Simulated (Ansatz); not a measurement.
# HgS3: the cost of one run

Program: Ansatz 0.2.0. Level of theory: DFT PBE, scalar-relativistic, plane waves, PAW. These are calculated values, not measurements.

**1. The starting structure**

It takes space group Fm-3m (No. 225, cubic). The conventional cell has a = 7.648 Å, b = 7.648 Å, c = 7.648 Å, α = 90.00°, β = 90.00°, γ = 90.00°. Hg (site symmetry m-3m) is surrounded by 8 S at 3.31 Å. S (site symmetry -43m) has 4 S at 3.31 Å and 4 Hg at 3.31 Å as nearest neighbours. S (site symmetry m-3m) is surrounded by 8 S at 3.31 Å.

As a file:

```xyz
4
Lattice="0.0000 3.8241 3.8241 3.8241 0.0000 3.8241 3.8241 3.8241 0.0000" Properties=species:S:1:pos:R:3 pbc="T T T"
Hg    0.0000    0.0000    0.0000
S     5.7361    5.7361    5.7361
S     3.8241    3.8241    3.8241
S     1.9120    1.9120    1.9120
```

Recipe of the guess: random cell by space group and Wyckoff sites (Fm-3m, No. 225). The dimensions are guesses.

**2. The guess as it stands, on a coarse mesh**

Input file input.yaml:

```yaml
crystal:
  lattice:
    - [0.0, 3.82406676, 3.82406676]
    - [3.82406676, 0.0, 3.82406676]
    - [3.82406676, 3.82406676, 0.0]
  atoms:
    - { symbol: Hg, position: [0.0, 0.0, 0.0] }
    - { symbol: S, position: [0.75, 0.75, 0.75] }
    - { symbol: S, position: [0.5, 0.5, 0.5] }
    - { symbol: S, position: [0.25, 0.25, 0.25] }
basis:
  ecutwfc: 420
kpoints:
  mp_grid: { grid: [4, 4, 4] }
hamiltonian:
  xc: pbe
scf:
  occupations: { method: gaussian, width: 0.1 }
  lower_state_search: "off"
output:
  forces: true
  stress: true
  eigenvalues: true
```

Command:

```bash
> ansatz run input.yaml --threads 1 --pin off --max-ram 2048MiB --backend cpu --events-out ev --progress --plain --runs-dir out
```

**Question.** How long does this run take on 1 thread of Arm Neoverse V1, shared host, and how much memory does it need?

About 1.4 s, with a peak of 0.33 GiB.
